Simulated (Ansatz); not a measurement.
# AlSnH4 radical: one structure at several levels

Aim: energy, forces and dipole at a structure displaced at random from a GFN2-xTB minimum, from CCSD(T) and from density functionals.

The runs use Ansatz 0.2.0, Gaussian basis; single points in def2-TZVPP.

Correlated methods freeze the cores. Filled d shells of the heavier atoms are correlated. Core potentials replace the inner electrons past krypton, and spin-orbit coupling is left out. Orbitals are unrestricted.

## 1. Starting geometry

SMILES `[AlH2][SnH2]`, 6 atoms, charge 0, spin multiplicity 2.

Atoms are counted from 1 here; the program's logs count them from 0.

Bond lengths: Al1–Sn2 2.591 Å, Al1–H3 1.547 Å, Al1–H4 1.556 Å, Al1–H5 1.902 Å, Al1–H6 1.789 Å, Sn2–H5 2.104 Å, Sn2–H6 1.943 Å. Angles: Sn2–Al1–H3 139.0°, Sn2–Al1–H4 105.3°, Sn2–Al1–H5 53.2°, Sn2–Al1–H6 48.5°, H3–Al1–H4 115.7°, H3–Al1–H5 102.8°, H3–Al1–H6 109.3°, H4–Al1–H5 119.2°, H4–Al1–H6 115.7°, H5–Al1–H6 91.0°, Al1–Sn2–H5 46.4°, Al1–Sn2–H6 43.6°, H5–Sn2–H6 81.1°, Al1–H5–Sn2 80.5°, Al1–H6–Sn2 87.9°.

Geometry (Å):

```xyz
6

Al   -0.07760   -0.55120    0.12410
Sn   -0.27130    1.84380   -0.84600
H     0.75300   -1.31980    1.17900
H    -1.13250   -1.39440   -0.64940
H     1.25300    0.39380   -0.85180
H    -0.67850    0.97290    0.84240
```

## 2. CCSD(T)/def2-TZVPP

Contents of run/in.yaml:

```yaml
crystal:
  periodic: [false, false, false]
  atoms:
    - {symbol: Al, position_ang: [-0.077600, -0.551200, 0.124100]}
    - {symbol: Sn, position_ang: [-0.271300, 1.843800, -0.846000]}
    - {symbol: H, position_ang: [0.753000, -1.319800, 1.179000]}
    - {symbol: H, position_ang: [-1.132500, -1.394400, -0.649400]}
    - {symbol: H, position_ang: [1.253000, 0.393800, -0.851800]}
    - {symbol: H, position_ang: [-0.678500, 0.972900, 0.842400]}
basis:
  gaussian: {orbitals: def2-TZVPP}
magnetization: {spin_polarized: true, initial_magnetization: 1}
correlation: {method: ccsd_t}
scf: {omitted_lower_state_checks: [cluster_reference]}
output: {forces: true}
```

The command line of these runs was not kept.

## 3. PBE0-D4/def2-TZVPP

run/in.yaml: that of step 2 with these lines changed.

```diff
@@ -12,4 +12,3 @@
 magnetization: {spin_polarized: true, initial_magnetization: 1}
-correlation: {method: ccsd_t}
-scf: {omitted_lower_state_checks: [cluster_reference]}
-output: {forces: true}
+hamiltonian: {xc: pbe0, dispersion: d4}
+output: {forces: true, orbitals: {seedname: orbitals}}
```

## 4. wB97M-V/def2-TZVPP

run/in.yaml: that of step 3 with these lines changed.

```diff
@@ -12,3 +12,3 @@
 magnetization: {spin_polarized: true, initial_magnetization: 1}
-hamiltonian: {xc: pbe0, dispersion: d4}
-output: {forces: true, orbitals: {seedname: orbitals}}
+hamiltonian: {xc: {name: wB97M-V}}
+output: {forces: true}
```

## 5. r2SCAN-D4/def2-TZVPP

run/in.yaml: that of step 4 with these lines changed.

```diff
@@ -12,3 +12,3 @@
 magnetization: {spin_polarized: true, initial_magnetization: 1}
-hamiltonian: {xc: {name: wB97M-V}}
+hamiltonian: {xc: r2scan, dispersion: d4}
 output: {forces: true}
```

## 6. PBE-D4/def2-TZVPP

run/in.yaml: that of step 5 with these lines changed.

```diff
@@ -12,3 +12,3 @@
 magnetization: {spin_polarized: true, initial_magnetization: 1}
-hamiltonian: {xc: r2scan, dispersion: d4}
+hamiltonian: {xc: pbe, dispersion: d4}
 output: {forces: true}
```

## 7. BLYP-D4/def2-TZVPP

run/in.yaml: that of step 6 with these lines changed.

```diff
@@ -12,3 +12,3 @@
 magnetization: {spin_polarized: true, initial_magnetization: 1}
-hamiltonian: {xc: pbe, dispersion: d4}
+hamiltonian: {xc: {name: BLYP}, dispersion: d4}
 output: {forces: true}
```

## 8. HSE06-D4/def2-TZVPP

run/in.yaml: that of step 7 with these lines changed.

```diff
@@ -12,3 +12,3 @@
 magnetization: {spin_polarized: true, initial_magnetization: 1}
-hamiltonian: {xc: {name: BLYP}, dispersion: d4}
+hamiltonian: {xc: hse06, dispersion: d4}
 output: {forces: true}
```

(Steps that only read results are left out.)

What does the calculation give? Wanted: energy less free atoms, CCSD(T)/def2-TZVPP; RMS force component; RMS force error; HOMO and LUMO, PBE0-D4; T1 diagnostic.

As calculated:

| quantity | value |
| --- | --- |
| energy less free atoms, CCSD(T)/def2-TZVPP | -295.9 kcal/mol |
| RMS force component | 0.521 to 0.574 eV/Å over the methods |
| RMS force error | PBE0-D4 0.073, wB97M-V 0.045, r2SCAN-D4 0.083, PBE-D4 0.147, BLYP-D4 0.163, HSE06-D4 0.075 eV/Å |
| HOMO and LUMO, PBE0-D4 | -5.43 and -2.67 eV |
| T1 diagnostic | 0.016 |

**Reading.** Against CCSD(T) the functionals' energies less atoms differ by -9.5 to -0.3 kcal/mol, PBE-D4 by -1.8 kcal/mol. CCSD(T) in triple zeta still lacks some correlation energy of the bonds, so part of these gaps is its own basis error and they don't rank the functionals. On forces the order runs from wB97M-V to BLYP-D4. Frozen-core CCSD(T) forces in triple zeta carry basis errors of their own, and this is one geometry, so small gaps rank nothing.
